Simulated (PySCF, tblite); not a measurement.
# C₉H₉+: vibronic structure

Aim: compute the vibronic structure of C₉H₉+ (`C=Cc1cccc[cH+]c1`).

Programs: tblite 0.8.0 and PySCF 2.14.0, with routines of our own; each step states its level. All values are computed. Atoms count from 0.

### 1 The system as given

18 atoms, charge 1, multiplicity 1; geometry from: force field or distance geometry start.

### 2 Relaxing the molecule with GFN2-xTB

What the job is given:

```
{"job": {"kind": "relax", "xc": "GFN2-xTB", "basis": "xTB"}, "charge": 1, "multiplicity": 1}
C      3.077300     0.085500     0.119800
C      2.033600    -0.500700    -0.507900
C      0.632300    -0.228300    -0.229800
C     -0.151000    -1.287600     0.022100
C     -1.462500    -1.363700     0.302600
C     -2.362000    -0.372000     0.359800
C     -2.158000     0.940700     0.172500
C     -1.011600     1.572400    -0.118100
C      0.210600     1.050700    -0.302800
H      4.086200    -0.185300    -0.118600
H      2.917200     0.840200     0.886100
H      2.238400    -1.278800    -1.239000
H      0.347400    -2.264200     0.052600
H     -1.849300    -2.364200     0.480600
H     -3.383500    -0.660500     0.600000
H     -3.043600     1.573200     0.290500
H     -1.093600     2.654200    -0.231700
H      0.963400     1.794600    -0.550600
```

On the command line:

```bash
OMP_NUM_THREADS=1 python excited_run.py task.json out
```

This one command runs all jobs of the session in turn.

Standard output:

```text
step      E/eV     max force
  0    -634.53361    3.210
  1    -634.88404    1.491
  2    -634.99332    0.852
  3    -635.07761    0.478
  4    -635.09389    0.388
  5    -635.09908    0.167
  6    -635.10191    0.134
  7    -635.10396    0.141
  8    -635.10611    0.116
  9    -635.10751    0.104
 10    -635.10863    0.109
 11    -635.10988    0.151
 12    -635.11195    0.177
 13    -635.11527    0.188
 14    -635.11951    0.222
 15    -635.12351    0.168
 16    -635.12745    0.196
 17    -635.13133    0.193
 18    -635.13536    0.143
 19    -635.14022    0.158
 20    -635.14450    0.127
 21    -635.14696    0.098
 22    -635.14811    0.096
 23    -635.14931    0.093
 24    -635.15070    0.094
 25    -635.15190    0.078
 26    -635.15285    0.099
 27    -635.15384    0.067
 28    -635.15504    0.071
 29    -635.15626    0.069
 30    -635.15695    0.062
 31    -635.15762    0.074
 32    -635.15855    0.079
 33    -635.15988    0.083
 34    -635.16135    0.099
 35    -635.16268    0.096
 36    -635.16375    0.087
 37    -635.16465    0.093
 38    -635.16551    0.084
 39    -635.16644    0.081
 40    -635.16744    0.068
 41    -635.16807    0.049
 42    -635.16854    0.044
 43    -635.16886    0.040
 44    -635.16923    0.038
 45    -635.16971    0.045
 46    -635.17017    0.042
 47    -635.17050    0.041
 48    -635.17075    0.041
 49    -635.17101    0.035
 50    -635.17131    0.035
 51    -635.17157    0.032
 52    -635.17174    0.024
 53    -635.17187    0.029
 54    -635.17198    0.043
 55    -635.17212    0.040
 56    -635.17232    0.030
 57    -635.17250    0.025
 58    -635.17267    0.021
 59    -635.17277    0.015
 60    -635.17281    0.013
 61    -635.17284    0.012
 62    -635.17287    0.011
 63    -635.17290    0.009
```

Wall time 0.68 s (1 thread of Arm Neoverse N1, shared host).

The steps of the relaxation: (not every step is listed)

| step | energy from step 0 (eV) | largest force (eV/Å) |
| --- | --- | --- |
| 0 | 0.0000 | 3.2098 |
| 1 | -0.3504 | 1.4907 |
| 2 | -0.4597 | 0.8525 |
| 3 | -0.5440 | 0.4778 |
| 4 | -0.5603 | 0.3884 |
| 5 | -0.5655 | 0.1669 |
| 6 | -0.5683 | 0.1343 |
| 7 | -0.5704 | 0.1409 |
| 8 | -0.5725 | 0.1161 |
| 13 | -0.5817 | 0.1878 |
| 18 | -0.6018 | 0.1427 |
| 23 | -0.6157 | 0.0926 |
| 28 | -0.6214 | 0.0710 |
| 33 | -0.6263 | 0.0830 |
| 38 | -0.6319 | 0.0837 |
| 43 | -0.6353 | 0.0401 |
| 48 | -0.6371 | 0.0414 |
| 53 | -0.6383 | 0.0290 |
| 58 | -0.6391 | 0.0212 |
| 59 | -0.6392 | 0.0145 |
| 60 | -0.6392 | 0.0130 |
| 61 | -0.6392 | 0.0122 |
| 62 | -0.6393 | 0.0108 |
| 63 | -0.6393 | 0.0092 |

Close pairs (by a distance rule), those that changed most:

| bond | before (Å) | after (Å) | change (Å) |
| --- | --- | --- | --- |
| C2–C3 | 1.341 | 1.409 | +0.068 |
| C2–C8 | 1.349 | 1.407 | +0.059 |
| C4–C5 | 1.340 | 1.398 | +0.058 |
| C6–C7 | 1.341 | 1.398 | +0.057 |
| C5–C6 | 1.342 | 1.381 | +0.040 |
| C7–C8 | 1.342 | 1.380 | +0.038 |
| C3–C4 | 1.343 | 1.380 | +0.037 |
| C0–C1 | 1.352 | 1.335 | -0.017 |

The end geometry stands in the next job.

### 3 Vibrational analysis with GFN2-xTB

What the job is given:

```
{"job": {"kind": "ir", "xc": "GFN2-xTB", "basis": "xTB"}, "charge": 1, "multiplicity": 1}
C      3.105343     0.233169    -0.065583
C      2.088132    -0.589503    -0.331489
C      0.677140    -0.279958    -0.171389
C     -0.182695    -1.387186    -0.031072
C     -1.544099    -1.432750     0.190561
C     -2.452876    -0.380300     0.332414
C     -2.205314     0.975222     0.233725
C     -0.988631     1.612086    -0.027529
C      0.267185     1.066202    -0.199054
H      4.123056    -0.095038    -0.191513
H      2.979084     1.231634     0.319918
H      2.306932    -1.601161    -0.646862
H      0.307188    -2.352856    -0.094200
H     -1.968984    -2.425910     0.275614
H     -3.477643    -0.668452     0.532097
H     -3.059238     1.629194     0.360884
H     -1.040491     2.692054    -0.099802
H      1.057152     1.779868    -0.398375
```

Standard output:

```text
mode    cm-1     km/mol
  1      66.0      0.34
  2     101.2      0.60
  3     175.5      0.42
  4     239.8      0.20
  5     287.4      3.97
  6     364.7      0.04
  7     427.7      0.07
  8     475.8      1.20
  9     524.0      0.80
 10     527.0      9.66
 11     615.3     22.57
 12     691.9      2.48
 13     756.6     41.89
 14     841.2      0.11
 15     845.0      0.04
 16     870.5      0.62
 17     898.6      2.88
 18     924.4      4.45
 19     950.9      0.03
 20     960.3      0.24
 21     966.2      1.43
 22     982.6      6.60
 23     991.4     47.46
 24    1021.4      9.18
 25    1083.4      3.95
 26    1188.4     15.01
 27    1240.7      3.36
 28    1264.5      1.18
 29    1279.6      0.98
 30    1292.3      0.47
 31    1329.7      0.86
 32    1385.1     22.30
 33    1391.2     41.75
 34    1422.0     63.13
 35    1484.0    184.90
 36    1491.6      5.48
 37    1534.1      0.42
 38    1566.6     31.13
 39    1634.3     61.81
 40    3048.0      0.22
 41    3057.7      0.20
 42    3061.2      0.20
 43    3066.2      1.94
 44    3068.3      1.55
 45    3070.3      4.60
 46    3075.6      5.90
 47    3107.5      9.29
 48    3140.1      3.47
```

It took 0.99 s on 1 thread of Arm Neoverse N1, shared host.

The strongest bands and the atoms that carry them (share of the mass-weighted mode):

| cm⁻¹ | km/mol | atoms |
| --- | --- | --- |
| 615 | 22.6 | C1 15 %, H9 14 %, H12 11 %, H17 10 % |
| 757 | 41.9 | C2 26 %, H15 15 %, H14 15 % |
| 991 | 47.5 | H11 42 %, H10 39 % |
| 1391 | 41.8 | H9 41 %, H10 34 %, C1 12 % |
| 1422 | 63.1 | H12 15 %, C2 12 %, H16 11 % |
| 1484 | 184.9 | C5 25 %, C6 21 %, C4 16 %, C7 15 % |
| 1567 | 31.1 | C5 19 %, C6 19 %, C8 16 %, C3 15 % |
| 1634 | 61.8 | C1 46 %, C0 38 % |

### 4 Vibronic structure: TDDFT B3LYP/def2-SVP

Settings changed since step 3:

```diff
@@ -1,2 +1,2 @@
-{"job": {"kind": "ir", "xc": "GFN2-xTB", "basis": "xTB"}, "charge": 1, "multiplicity": 1}
+{"job": {"kind": "vib", "xc": "B3LYP", "basis": "def2-SVP", "tda": false}, "charge": 1, "multiplicity": 1}
 C      3.105343     0.233169    -0.065583
```

Method: TDDFT B3LYP/def2-SVP vertical-gradient vibronic structure (displaced harmonic oscillators, Condon), gas phase.

Standard output:

```text
final grid: 68872 points
cycle   1  E = -347.8066517012  dE =  1.520e+00  |g| = 2.555e-01  |ddm| = 5.305e+00
cycle   2  E = -347.7955122194  dE =  1.114e-02  |g| = 3.226e-01  |ddm| = 9.192e-01
cycle   3  E = -347.8250341110  dE = -2.952e-02  |g| = 8.095e-02  |ddm| = 4.474e-01
cycle   4  E = -347.8266110575  dE = -1.577e-03  |g| = 3.623e-02  |ddm| = 1.192e-01
cycle   5  E = -347.8269406554  dE = -3.296e-04  |g| = 1.134e-02  |ddm| = 4.963e-02
cycle   6  E = -347.8269758838  dE = -3.523e-05  |g| = 3.595e-03  |ddm| = 1.704e-02
cycle   7  E = -347.8269796539  dE = -3.770e-06  |g| = 1.116e-03  |ddm| = 5.114e-03
cycle   8  E = -347.8269800004  dE = -3.465e-07  |g| = 1.853e-04  |ddm| = 1.591e-03
cycle   9  E = -347.8269800052  dE = -4.757e-09  |g| = 1.409e-04  |ddm| = 3.719e-04
cycle  10  E = -347.8269800110  dE = -5.799e-09  |g| = 3.252e-05  |ddm| = 1.913e-04
cycle  11  E = -347.8269800113  dE = -2.683e-10  |g| = 1.589e-05  |ddm| = 5.444e-05
converged SCF energy = -347.8269800113

Singlet excitations (eV, f): 3.612 (0.0174)  3.902 (0.2962)  5.099 (0.0283)  5.285 (0.1195)  5.546 (0.0074)  5.821 (0.0028)

State S1  3.6123 eV  f = 0.01741  H->L+1 0.83, H->L 0.13
  relaxed dipole 4.416 D, largest gradient of the excitation energy 0.0727 Eh/bohr
  mode    cm-1        S   lambda/meV  Raman
   35   1484.0    1.4206     261.4   1.000
   39   1634.3    0.5352     108.4   0.457
   36   1491.6    0.1222      22.6   0.087
    2    101.2    1.2162      15.3   0.004
   26   1188.4    0.0850      12.5   0.038
   16    870.5    0.0816       8.8   0.020
    6    364.7    0.1718       7.8   0.007
    8    475.8    0.0880       5.2   0.006
   10    527.0    0.0481       3.1   0.004
   34   1422.0    0.0167       3.0   0.011
    1     66.0    0.3543       2.9   0.000
    9    524.0    0.0390       2.5   0.003
  reorganisation energy 0.4696 eV, total S 4.321, 0-0 3.1428 eV
  absorption maximum 3.543 eV, width 0.478 eV

State S2  3.9016 eV  f = 0.29616  H->L 0.81, H->L+1 0.12
  relaxed dipole 1.855 D, largest gradient of the excitation energy 0.0325 Eh/bohr
  mode    cm-1        S   lambda/meV  Raman
    1     66.0    4.6530      38.1   0.067
   39   1634.3    0.1137      23.0   1.000
    2    101.2    1.4857      18.6   0.050
    8    475.8    0.2739      16.2   0.204
   12    691.9    0.1424      12.2   0.225
   16    870.5    0.0716       7.7   0.179
    5    287.4    0.1781       6.3   0.048
   36   1491.6    0.0321       5.9   0.235
   13    756.6    0.0483       4.5   0.091
   37   1534.1    0.0229       4.4   0.177
   24   1021.4    0.0329       4.2   0.113
   11    615.3    0.0486       3.7   0.061
  reorganisation energy 0.1704 eV, total S 7.364, 0-0 3.7312 eV
  absorption maximum 3.831 eV, width 0.266 eV

State S4  5.2847 eV  f = 0.11946  H-2->L 0.48, H-1->L+1 0.45
  relaxed dipole 0.244 D, largest gradient of the excitation energy 0.0193 Eh/bohr
  mode    cm-1        S   lambda/meV  Raman
    2    101.2    8.4419     106.0   0.397
    1     66.0   12.0160      98.3   0.240
   23    991.4    0.2215      27.2   1.000
   16    870.5    0.2249      24.3   0.783
    3    175.5    0.7875      17.1   0.111
    8    475.8    0.2840      16.8   0.295
    5    287.4    0.3413      12.2   0.129
   12    691.9    0.1188      10.2   0.261
    6    364.7    0.2037       9.2   0.124
   24   1021.4    0.0556       7.0   0.267
    4    239.8    0.1550       4.6   0.041
   35   1484.0    0.0185       3.4   0.187
  reorganisation energy 0.3567 eV, total S 23.036, 0-0 4.9279 eV

State T1  2.5603 eV  f = 0.00000  H->L 0.96
  relaxed dipole 1.874 D, largest gradient of the excitation energy 0.0806 Eh/bohr
  mode    cm-1        S   lambda/meV  Raman
    2    101.2   12.8216     160.9   0.102
   39   1634.3    0.4807      97.4   1.000
    1     66.0    7.0532      57.7   0.024
   35   1484.0    0.3128      57.6   0.537
    3    175.5    1.4747      32.1   0.035
   33   1391.2    0.0780      13.5   0.118
   38   1566.6    0.0565      11.0   0.108
    6    364.7    0.2137       9.7   0.022
   26   1188.4    0.0643       9.5   0.071
   16    870.5    0.0864       9.3   0.051
   32   1385.1    0.0441       7.6   0.066
    8    475.8    0.0939       5.5   0.017
  reorganisation energy 0.5076 eV, total S 23.204, 0-0 2.0527 eV
```

Wall time 81 s (1 thread of Arm Neoverse N1, shared host); peak memory 0.91 GiB.

### 5 Vibronic structure: TDDFT B3LYP/6-31G

Settings changed since step 4:

```diff
@@ -1,2 +1,2 @@
-{"job": {"kind": "vib", "xc": "B3LYP", "basis": "def2-SVP", "tda": false}, "charge": 1, "multiplicity": 1}
+{"job": {"kind": "vib", "xc": "B3LYP", "basis": "6-31G", "tda": false, "temperature": 77}, "charge": 1, "multiplicity": 1}
 C      3.105343     0.233169    -0.065583
```

With the program's defaults for keys left out, this is: TDDFT B3LYP/6-31G vertical-gradient vibronic structure (displaced harmonic oscillators, Condon), gas phase.

Standard output:

```text
final grid: 68872 points
cycle   1  E = -347.9866071596  dE =  1.662e+00  |g| = 2.584e-01  |ddm| = 4.319e+00
cycle   2  E = -347.9765201694  dE =  1.009e-02  |g| = 3.171e-01  |ddm| = 8.446e-01
cycle   3  E = -348.0057874925  dE = -2.927e-02  |g| = 8.221e-02  |ddm| = 4.551e-01
cycle   4  E = -348.0075518806  dE = -1.764e-03  |g| = 3.015e-02  |ddm| = 1.191e-01
cycle   5  E = -348.0077800090  dE = -2.281e-04  |g| = 1.043e-02  |ddm| = 4.415e-02
cycle   6  E = -348.0078110977  dE = -3.109e-05  |g| = 3.073e-03  |ddm| = 1.629e-02
cycle   7  E = -348.0078139914  dE = -2.894e-06  |g| = 9.421e-04  |ddm| = 4.516e-03
cycle   8  E = -348.0078142596  dE = -2.682e-07  |g| = 1.567e-04  |ddm| = 1.634e-03
cycle   9  E = -348.0078142651  dE = -5.558e-09  |g| = 7.781e-05  |ddm| = 2.736e-04
cycle  10  E = -348.0078142668  dE = -1.704e-09  |g| = 2.831e-05  |ddm| = 1.210e-04
cycle  11  E = -348.0078142671  dE = -2.392e-10  |g| = 7.652e-06  |ddm| = 4.284e-05
converged SCF energy = -348.0078142671

Singlet excitations (eV, f): 3.721 (0.0180)  3.999 (0.3055)  5.234 (0.0279)  5.428 (0.1167)  5.713 (0.0074)  5.992 (0.0033)

State S1  3.7210 eV  f = 0.01803  H->L+1 0.85, H->L 0.11
  relaxed dipole 4.484 D, largest gradient of the excitation energy 0.0735 Eh/bohr
  mode    cm-1        S   lambda/meV  Raman
   35   1484.0    1.4566     268.0   1.000
   39   1634.3    0.5579     113.1   0.465
   36   1491.6    0.1211      22.4   0.084
    2    101.2    1.3559      17.0   0.004
   26   1188.4    0.0882      13.0   0.039
   16    870.5    0.0863       9.3   0.020
    6    364.7    0.1497       6.8   0.006
    8    475.8    0.0872       5.1   0.006
   34   1422.0    0.0204       3.6   0.013
   10    527.0    0.0443       2.9   0.004
    9    524.0    0.0394       2.6   0.003
   25   1083.4    0.0157       2.1   0.006
  reorganisation energy 0.4821 eV, total S 4.335, 0-0 3.2389 eV
  absorption maximum 3.633 eV, width 0.444 eV

State S2  3.9986 eV  f = 0.30547  H->L 0.82, H->L+1 0.10
  relaxed dipole 1.925 D, largest gradient of the excitation energy 0.0337 Eh/bohr
  mode    cm-1        S   lambda/meV  Raman
    1     66.0    4.8986      40.1   0.066
   39   1634.3    0.1201      24.3   1.000
    2    101.2    1.4853      18.6   0.047
    8    475.8    0.2685      15.8   0.189
   12    691.9    0.1467      12.6   0.219
   16    870.5    0.0801       8.6   0.189
    5    287.4    0.1990       7.1   0.051
   36   1491.6    0.0308       5.7   0.213
   13    756.6    0.0474       4.5   0.085
   24   1021.4    0.0344       4.4   0.112
   37   1534.1    0.0218       4.2   0.160
   11    615.3    0.0460       3.5   0.054
  reorganisation energy 0.1763 eV, total S 7.645, 0-0 3.8222 eV
  absorption maximum 3.896 eV, width 0.218 eV

State S4  5.4279 eV  f = 0.11668  H-2->L 0.48, H-1->L+1 0.45
  relaxed dipole 0.293 D, largest gradient of the excitation energy 0.0198 Eh/bohr
  mode    cm-1        S   lambda/meV  Raman
    2    101.2    8.2198     103.2   0.406
    1     66.0   12.0308      98.4   0.252
   16    870.5    0.2499      27.0   0.912
   23    991.4    0.2112      26.0   1.000
    3    175.5    0.7690      16.7   0.114
    8    475.8    0.2743      16.2   0.299
    5    287.4    0.3516      12.5   0.140
   12    691.9    0.1343      11.5   0.310
    6    364.7    0.2092       9.5   0.134
   24   1021.4    0.0577       7.3   0.290
    4    239.8    0.1486       4.4   0.041
   35   1484.0    0.0194       3.6   0.206
  reorganisation energy 0.3566 eV, total S 22.840, 0-0 5.0714 eV

State T1  2.6407 eV  f = 0.00000  H->L 0.96
  relaxed dipole 1.820 D, largest gradient of the excitation energy 0.0829 Eh/bohr
  mode    cm-1        S   lambda/meV  Raman
    2    101.2   13.3208     167.2   0.098
   39   1634.3    0.5198     105.3   1.000
   35   1484.0    0.3160      58.1   0.501
    1     66.0    6.9172      56.6   0.022
    3    175.5    1.5041      32.7   0.033
   33   1391.2    0.0846      14.6   0.118
   38   1566.6    0.0573      11.1   0.101
   16    870.5    0.0913       9.9   0.050
   26   1188.4    0.0654       9.6   0.067
    6    364.7    0.1921       8.7   0.018
   32   1385.1    0.0464       8.0   0.064
    8    475.8    0.0889       5.2   0.014
  reorganisation energy 0.5225 eV, total S 23.617, 0-0 2.1182 eV
```

Run time: 42 s. Hardware: 1 thread of Arm Neoverse N1, shared host; peak memory 0.73 GiB.

### 6 Summary of results

```
                                                                                      quantity                      value
                                                     strongest single infrared mode (GFN2-xTB)      1484 cm⁻¹, 185 km/mol
                                                                  zero-point energy (GFN2-xTB)              91.2 kcal/mol
S1: vertical, reorganisation, 0-0, total S (step 4, TDDFT B3LYP/def2-SVP, modes from GFN2-xTB)   3.61, 0.47, 3.14 eV; 4.3
S2: vertical, reorganisation, 0-0, total S (step 4, TDDFT B3LYP/def2-SVP, modes from GFN2-xTB)   3.90, 0.17, 3.73 eV; 7.4
S4: vertical, reorganisation, 0-0, total S (step 4, TDDFT B3LYP/def2-SVP, modes from GFN2-xTB)  5.28, 0.36, 4.93 eV; 23.0
   S1: vertical, reorganisation, 0-0, total S (step 5, TDDFT B3LYP/6-31G, modes from GFN2-xTB)   3.72, 0.48, 3.24 eV; 4.3
   S2: vertical, reorganisation, 0-0, total S (step 5, TDDFT B3LYP/6-31G, modes from GFN2-xTB)   4.00, 0.18, 3.82 eV; 7.6
   S4: vertical, reorganisation, 0-0, total S (step 5, TDDFT B3LYP/6-31G, modes from GFN2-xTB)  5.43, 0.36, 5.07 eV; 22.8
```

All 48 modes are real, so the xTB geometry is a minimum. The strongest single mode, at 1484 cm⁻¹, is spread over several atoms, C5, C6, C4, C7 among them. Unscaled tight-binding wavenumbers are off by several per cent, some by more. Its intensities can rank the bands wrongly. In steps 4, 5 the harmonic model is doubtful. Where the total S runs above about 15, the geometry moves far on excitation and the harmonic model is stretched, so its 0-0 value is in doubt. The vibronic model keeps the ground-state modes (from xTB) and shifts them along the gradient alone, so it can miss much of the relaxation that a full optimisation finds.
